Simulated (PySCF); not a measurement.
# SbBr (triplet): the SCF solver's settings

The same problem is solved with other solver options, one edit a run.

The runs use PySCF 2.14.0; method and basis as typed in the scripts.

6 further runs of the same task are left out: 6 that didn't finish.

## 1. Starting geometry

SbBr (triplet): 2 atoms, charge 0, spin multiplicity 3.

Bond lengths: Sb1–Br2 2.232 Å.

## 2. The base run

The input, input.py:

```python
from pyscf import gto, scf, mp

mol = gto.M(
    atom='Sb 0 0 0; Br 0 0 2.232',
    basis='sbkjc',
    ecp={'Sb': 'sbkjc', 'Br': 'sbkjc'},
    charge=0,
    spin=2,
    symmetry=True,
    verbose=4,
)
mf = scf.UHF(mol)
mf.kernel()
mp.MP2(mf).kernel()
mf.dip_moment()
print('orbital energies (hartree):', [e[max(0, n-3):n+3].round(4) for e, n in zip(mf.mo_energy, mol.nelec)])
```

Launch:

```bash
> python input.py
```

Its log is not repeated here.

Base result: E(SCF) = -18.414478 Eh, 10 cycles, E(MP2) − E(SCF) = -0.03647 Eh, ⟨S²⟩ = 2.008, μ = 1.79 D (of the SCF density).

The bond length is a typed value, not an optimised one. The triplet is typed in the script; nothing here shows that it is the ground state.

## 3. Smearing width 0.005 hartree

Variant 1 changes smearing width: none → 0.005 hartree; step after the SCF: mp2 → none.

The input, input.py:

```python
from pyscf import gto, scf

mol = gto.M(
    atom='Sb 0 0 0; Br 0 0 2.232',
    basis='sbkjc',
    ecp={'Sb': 'sbkjc', 'Br': 'sbkjc'},
    charge=0,
    spin=2,
    symmetry=True,
    verbose=4,
)
mf = scf.UHF(mol)
mf = scf.addons.smearing_(mf, sigma=0.005, method='fermi')
mf.kernel()
mf.dip_moment()
print('orbital energies (hartree):', [e[max(0, n-3):n+3].round(4) for e, n in zip(mf.mo_energy, mol.nelec)])
```

Launch:

```bash
> python input.py
```

## 4. Smearing width 0.2 hartree

Variant 2 changes smearing width: none → 0.2 hartree; step after the SCF: mp2 → none.

input.py, as its differences from that of step 2:

```diff
@@ -1,2 +1,2 @@
-from pyscf import gto, scf, mp
+from pyscf import gto, scf
 
@@ -12,4 +12,4 @@
 mf = scf.UHF(mol)
+mf = scf.addons.smearing_(mf, sigma=0.2, method='fermi')
 mf.kernel()
-mp.MP2(mf).kernel()
 mf.dip_moment()
```

## 5. Second-order solver on

Variant 3 changes second-order solver: off → on.

input.py, as its differences from that of step 2:

```diff
@@ -12,2 +12,3 @@
 mf = scf.UHF(mol)
+mf = mf.newton()
 mf.kernel()
```

## 6. Point-group symmetry off

Variant 4 changes point-group symmetry: on → off.

input.py, as its differences from that of step 2:

```diff
@@ -8,3 +8,2 @@
     spin=2,
-    symmetry=True,
     verbose=4,
```

What does the calculation give? Wanted: for each run, E(SCF); from base; gap, α spin; SCF dipole; after the SCF.

As calculated:

| run | E(SCF) (hartree) | from base (eV) | cycles | gap, α spin (eV) | SCF dipole (D) | after the SCF |
| --- | --- | --- | --- | --- | --- | --- |
| base | -18.414478 | 0 | 10 | 10.33 | 1.79 | MP2 correlation -0.993 eV |
| smearing width 0.005 hartree | -18.244391 | not comparable | 8 | n/a | 0.96 | n/a |
| smearing width 0.2 hartree (poor choice) | -17.216822 | not comparable | 10 | n/a | 2.55 | n/a |
| second-order solver on | -18.414478 | 0.0000 | 2 macro | 10.33 | 1.79 | MP2 correlation -0.993 eV |
| point-group symmetry off | -18.414478 | 0.0000 | 10 | 10.33 | 1.79 | MP2 correlation -0.993 eV |

Distance from each run's final energy (log10 hartree) by cycle:

| run | cycle 1 | cycle 2 | cycle 3 | cycle 5 | cycle 8 | cycle 12 |
| --- | --- | --- | --- | --- | --- | --- |
| base | -1.6 | -2.5 | -3.2 | -5.3 | -8.5 | done |
| smearing width 0.005 hartree | -2.0 | -3.4 | -4.4 | -7.1 | < -11 | done |
| smearing width 0.2 hartree (poor choice) | -0.6 | -1.2 | -2.2 | -5.4 | -6.9 | done |
| point-group symmetry off | -1.6 | -2.5 | -3.2 | -5.3 | -8.5 | done |

In words: No change of the SCF energy comes from second-order solver on or point-group symmetry off. Rows marked «poor choice» come from settings spoiled on purpose.
